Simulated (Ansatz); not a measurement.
# Sn (diamond type): how the settings move a single-point run

Question: which choices in the input matter for Sn (diamond type)?

Computed with Ansatz 0.2.0 (reference: DFT, PBEsol, PAW with Ansatz's default frozen-core files, scalar-relativistic, unless a step's input says otherwise).

1 further run of the same task is left out (it didn't finish). Runs told in other sessions of the task aren't counted.

## (1) The structure to begin with

It takes space group Fd-3m (No. 227, cubic). Conventional cell: a = 4.820 Å, b = 4.820 Å, c = 4.820 Å, α = 90.00°, β = 90.00°, γ = 90.00°. Around Sn (site symmetry -43m) lie 4 Sn at 2.09 Å.

Structure file:

```
Sn
1.0
     0.00000    2.41014    2.41014
     2.41014    0.00000    2.41014
     2.41014    2.41014    0.00000
Sn
2
Direct
  0.87500 0.87500 0.87500
  0.12500 0.12500 0.12500
```

## (2) The reference run

Input file input.yaml:

```yaml
crystal:
  lattice:
    - [0.0, 2.4101422642, 2.4101422642]
    - [2.4101422642, 0.0, 2.4101422642]
    - [2.4101422642, 2.4101422642, 0.0]
  atoms:
    - { symbol: Sn, position: [-0.125, -0.125, -0.125] }
    - { symbol: Sn, position: [0.125, 0.125, 0.125] }
kpoints:
  mp_grid: { grid: [10, 10, 10] }
scf:
  occupations: { method: fermi_dirac, width: 0.1 }
hamiltonian:
  xc: pbesol
  pseudopotentials: { kind: paw }
output:
  forces: true
  stress: true
  eigenvalues: true
basis:
  ecutwfc: 300
```

The run is started by

```sh
$ ansatz run input.yaml --threads 1 --pin off --max-ram 2048MiB --backend cpu --events-out ev --progress --plain --runs-dir out
```

## (3) Variant: mp_grid.grid [12, 12, 12]

input.yaml: that of step 2 with these lines changed.

```diff
@@ -9,3 +9,3 @@
 kpoints:
-  mp_grid: { grid: [10, 10, 10] }
+  mp_grid: { grid: [12, 12, 12] }
 scf:
```

Before running it: what results should come out? Wanted: for each run, ending; energy change; pressure; gap; force.

The runs gave:

| run | ending | energy change | pressure (GPa) | gap (eV) | force (eV/Å) | cycles | time |
| --- | --- | --- | --- | --- | --- | --- | --- |
| reference | converged | 0 | 322.7 | 0.00 | 0.00 | 6 | 1.3 s |
| 1: mp_grid.grid [12, 12, 12] | converged | +2.0 meV/atom | 322.6 | 0.00 | 0.00 | 6 | 1.8 s |

Residual by cycle in the longest SCF loop of each run; runs are numbered as in the table. The quantity is the density residual dr2, in eV.

| cycle | reference | run 1 |
| --- | --- | --- |
| 1 | 0.0108 | 0.0108 |
| 2 | 0.00333 | 0.00333 |
| 3 | 4.4e-4 | 4.5e-4 |
| 4 | 1.8e-5 | 1.8e-5 |
| 5 | 4.6e-8 | 4.9e-8 |
| 6 | 1.2e-9 | 1.1e-9 |

What this shows: Changing the k-point mesh moves the energy by +2.0 meV/atom. The energy is not variational in the mesh, so the sign tells nothing. The structure is not at rest: the sound run finds 323 GPa, so these are no properties of the relaxed crystal. 

At pressures up to 323 GPa the PAW spheres may overlap and frozen cores may not hold, so those PAW values are rough without an all-electron check.
